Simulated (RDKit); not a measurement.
# C3H3F3O (SMILES FC(F)C1OC1F) at 3 levels

Wanted: a comparison of 3 runs (MMFF94, UFF, extended Hückel) of C3H3F3O. Input form: a Python script.

The results are computed with RDKit 2026.09.1.

2 further runs of the same task are left out: 2 set aside as unsound or not needed.

## Step 1: The structure to begin with

C3H3F3O has 10 atoms, charge 0, and is taken as a singlet. As SMILES, `FC(F)C1OC1F`. The coordinates come from a PBE0-D4/def2-TZVP relaxation. This is one conformer, not always the lowest.

Bond lengths: F1–C2 1.356 Å, C2–F3 1.354 Å, C2–C4 1.499 Å, C4–O5 1.433 Å, C4–C6 1.453 Å, O5–C6 1.376 Å, C6–F7 1.349 Å, C2–H8 1.092 Å, C4–H9 1.088 Å, C6–H10 1.086 Å. Some angles: F1–C2–F3 107.5°, F1–C2–C4 108.5°, F3–C2–C4 109.6°, C2–C4–O5 115.5°, C2–C4–C6 120.3°, O5–C4–C6 56.9°, C4–O5–C6 62.3°, C4–C6–O5 60.8°, C4–C6–F7 119.5°, O5–C6–F7 115.5°.

## Step 2: The energy at MMFF94 (run 1)

Contents of mol.sdf:

```

     RDKit          3D

 10 10  0  0  0  0  0  0  0  0999 V2000
   -0.1438   -1.8606    0.9932 F   0  0  0  0  0  0  0  0  0  0  0  0
    0.5085   -1.1027    0.0780 C   0  0  0  0  0  0  0  0  0  0  0  0
    1.8310   -1.3663    0.1991 F   0  0  0  0  0  0  0  0  0  0  0  0
    0.2543    0.3414    0.3883 C   0  0  1  0  0  0  0  0  0  0  0  0
    0.5265    1.2586   -0.6790 O   0  0  0  0  0  0  0  0  0  0  0  0
   -0.7874    1.0701   -0.3161 C   0  0  1  0  0  0  0  0  0  0  0  0
   -1.5528    0.4254   -1.2206 F   0  0  0  0  0  0  0  0  0  0  0  0
    0.1845   -1.3904   -0.9246 H   0  0  0  0  0  0  0  0  0  0  0  0
    0.5813    0.6561    1.3770 H   0  0  0  0  0  0  0  0  0  0  0  0
   -1.3189    1.9173    0.1079 H   0  0  0  0  0  0  0  0  0  0  0  0
  2  1  1  0
  3  2  1  0
  4  2  1  0
  5  4  1  0
  6  5  1  0
  6  4  1  0
  7  6  1  0
  8  2  1  0
  4  9  1  1
  6 10  1  1
M  END
$$$$
```

Contents of ff.py:

```python
import json
import numpy as np
from rdkit import Chem
from rdkit.Chem import AllChem

mol = Chem.MolFromMolFile("mol.sdf", removeHs=False)
symbols = [a.GetSymbol() for a in mol.GetAtoms()]
start = mol.GetConformer().GetPositions().copy()

props = AllChem.MMFFGetMoleculeProperties(mol, mmffVariant="MMFF94")
ff = AllChem.MMFFGetMoleculeForceField(mol, props)
e = ff.CalcEnergy()
g = np.array(ff.CalcGrad()).reshape(-1, 3)
print(f"MMFF94 energy {e:.5f} kcal/mol, gradient norm {np.linalg.norm(g):.4f} kcal/mol/angstrom")
print("atom  type  charge   gradient")
for i, a in enumerate(symbols):
    print(f"{a:<2}{i + 1:<3} {props.GetMMFFAtomType(i):4d} {props.GetMMFFPartialCharge(i):8.4f}  " + " ".join(f"{c:9.4f}" for c in g[i]))
names = ["Bond", "Angle", "StretchBend", "Oop", "Torsion", "VdW", "Ele"]
terms = []
for name in names:
    for other in names:
        getattr(props, f"SetMMFF{other}Term")(other == name)
    terms.append(AllChem.MMFFGetMoleculeForceField(mol, props).CalcEnergy())
    print(f"{name:<12} {terms[-1]:11.5f} kcal/mol")
json.dump(dict(symbols=symbols, start=start.tolist(), energy=e, gradient=g.tolist(), charges_other=[props.GetMMFFPartialCharge(i) for i in range(len(symbols))], atom_types=[str(props.GetMMFFAtomType(i)) for i in range(len(symbols))], energy_term_names=names, energy_terms=terms), open("results.json", "w"))
```

The run is started by

```bash
python ff.py
```

The log of the run:

```text
MMFF94 energy 0.50687 kcal/mol, gradient norm 85.4559 kcal/mol/angstrom
atom  type  charge   gradient
F 1     11  -0.3400    -1.9659    1.5505   -1.4554
C 2      1   0.7750     6.1846  -15.3959    2.2518
F 3     11  -0.3400    -1.6357    0.8996   -4.0697
C 4     22  -0.0470   -23.1132   17.2309  -21.0203
O 5      6  -0.2960   -42.8048   -7.7584   15.1239
C 6     22   0.2797    41.0811  -26.8902  -11.5771
F 7     11  -0.2317    20.3303   14.9178   16.7828
H 8      5   0.0000     0.6019    1.5775    0.6730
H 9      5   0.1000     3.2551    7.1611    4.6580
H 10     5   0.1000    -1.9335    6.7071   -1.3670
Bond             2.63532 kcal/mol
Angle            1.62007 kcal/mol
StretchBend     -0.30544 kcal/mol
Oop              0.00000 kcal/mol
Torsion          2.90881 kcal/mol
VdW              0.69893 kcal/mol
Ele             -7.05082 kcal/mol
```

Wall time 0.16 s (1 thread of Arm Neoverse V2, shared host).

## Step 3: A single-point energy at UFF (run 2)

Contents of mol.xyz:

```xyz
10

F     -0.143800    -1.860600     0.993200
C      0.508500    -1.102700     0.078000
F      1.831000    -1.366300     0.199100
C      0.254300     0.341400     0.388300
O      0.526500     1.258600    -0.679000
C     -0.787400     1.070100    -0.316100
F     -1.552800     0.425400    -1.220600
H      0.184500    -1.390400    -0.924600
H      0.581300     0.656100     1.377000
H     -1.318900     1.917300     0.107900
```

Contents of job.py:

```python
import json
import numpy as np
from rdkit import Chem
from rdkit.Chem import AllChem
from rdkit.Chem import rdDetermineBonds

mol = Chem.MolFromXYZFile("mol.xyz")
rdDetermineBonds.DetermineBonds(mol, charge=0)
print("perceived SMILES:", Chem.MolToSmiles(Chem.RemoveHs(mol)))
symbols = [a.GetSymbol() for a in mol.GetAtoms()]
start = mol.GetConformer().GetPositions().copy()

ff = AllChem.UFFGetMoleculeForceField(mol)
e = ff.CalcEnergy()
g = np.array(ff.CalcGrad()).reshape(-1, 3)
print(f"UFF energy {e:.5f} kcal/mol, gradient norm {np.linalg.norm(g):.4f} kcal/mol/angstrom")
json.dump(dict(symbols=symbols, start=start.tolist(), energy=e, gradient=g.tolist()), open("results.json", "w"))
```

The run is started by

```bash
python job.py
```

The log of the run:

```text
perceived SMILES: FC(F)[C@H]1O[C@H]1F
UFF energy 347.14628 kcal/mol, gradient norm 115.9964 kcal/mol/angstrom
```

Run time: 0.16 s. Hardware: 1 thread of Arm Neoverse V2, shared host.

## Step 4: Energy and one-electron properties at extended Hückel (run 3)

mol.xyz is that of step 3.

Contents of job.py:

```python
# eht eht with RDKit
import json
import numpy as np
from rdkit import Chem
from rdkit.Chem import AllChem
from rdkit.Chem import rdDetermineBonds
from rdkit.Chem import rdEHTTools

mol = Chem.MolFromXYZFile("mol.xyz")
symbols = [a.GetSymbol() for a in mol.GetAtoms()]
start = mol.GetConformer().GetPositions().copy()

ok, res = rdEHTTools.RunMol(mol, keepOverlapAndHamiltonianMatrices=True)
if not ok:
    raise RuntimeError("the extended Hueckel run failed")
eps = np.array(res.GetOrbitalEnergies())
nel = res.numElectrons
homo = (nel + 1) // 2 - 1
print(f"{res.numOrbitals} orbitals, {nel} valence electrons, sum of one-electron energies {res.totalEnergy:.4f} eV")
for i in range(max(0, homo - 3), min(len(eps), homo + 6)):
    print(f"{i + 1:4d} {eps[i]:10.4f} eV", "(HOMO)" if i == homo else "(LUMO)" if i == homo + 1 else "")
q = np.array(res.GetAtomicCharges())
print("Mulliken charges:", " ".join(f"{a}{i + 1}={c:+.3f}" for i, (a, c) in enumerate(zip(symbols, q))))
op = res.GetReducedOverlapPopulationMatrix()
pairs = [(k, i, op[i * (i + 1) // 2 + k]) for i in range(len(symbols)) for k in range(i) if abs(op[i * (i + 1) // 2 + k]) > 0.1]
print("reduced overlap populations above 0.1")
for k, i, p in pairs:
    print(f"  {symbols[k]}{k + 1}-{symbols[i]}{i + 1} {p:7.3f}")
json.dump(dict(symbols=symbols, start=start.tolist(), energy=res.totalEnergy * 23.060548, homo=eps[homo], lumo=eps[homo + 1] if homo + 1 < len(eps) else None, orbital_energies=eps.round(4).tolist(), charges_mulliken=q.tolist(), bond_orders=[[k + 1, i + 1, round(p, 4)] for k, i, p in pairs], nel=nel), open("results.json", "w"))
```

The run is started by

```bash
python job.py
```

The log of the run:

```text
31 orbitals, 42 valence electrons, sum of one-electron energies -915.5997 eV
  18   -15.2862 eV
  19   -14.7573 eV
  20   -13.5438 eV
  21   -13.0459 eV (HOMO)
  22    -5.1893 eV (LUMO)
  23     4.2559 eV
  24     6.6517 eV
  25     9.2764 eV
  26    10.6792 eV
Mulliken charges: F1=-0.595 C2=+1.224 F3=-0.597 C4=+0.418 O5=-0.977 C6=+1.065 F7=-0.568 H8=-0.008 H9=+0.025 H10=+0.013
reduced overlap populations above 0.1
  F1-C2   0.488
  C2-F3   0.486
  C2-C4   0.796
  C4-O5   0.424
  C4-C6   0.671
  O5-C6   0.514
  C6-F7   0.507
  C2-H8   0.799
  C4-H9   0.797
  C6-H10   0.803
```

It took 0.16 s on 1 thread of Arm Neoverse V2, shared host.

Atomic charges (e):

```tsv
atom	Mulliken
F1	-0.595
C2	+1.224
F3	-0.597
C4	+0.418
O5	-0.977
C6	+1.065
F7	-0.568
H8	-0.008
H9	+0.025
H10	+0.013
```

## Step 5: Overview of the runs

```tsv
run	level	task	energy (Eh)	largest force (eV/Å)	wall time
1	MMFF94	energy	0.000808	2.188	0.16 s
2	UFF	energy	0.553213	3.395	0.16 s
3	extended Hückel	properties	-33.647665	–	0.16 s
```

## Step 6: Results

```
                      quantity         value
run 3: sum of orbital energies  -33.64767 Eh
            run 3: HOMO energy     -13.05 eV
            run 3: LUMO energy      -5.19 eV
          run 3: HOMO–LUMO gap       7.86 eV
```

Force-field and semi-empirical energies have zeros of their own, so their totals don't compare. All runs together took 0.48 s, the longest 0.16 s.
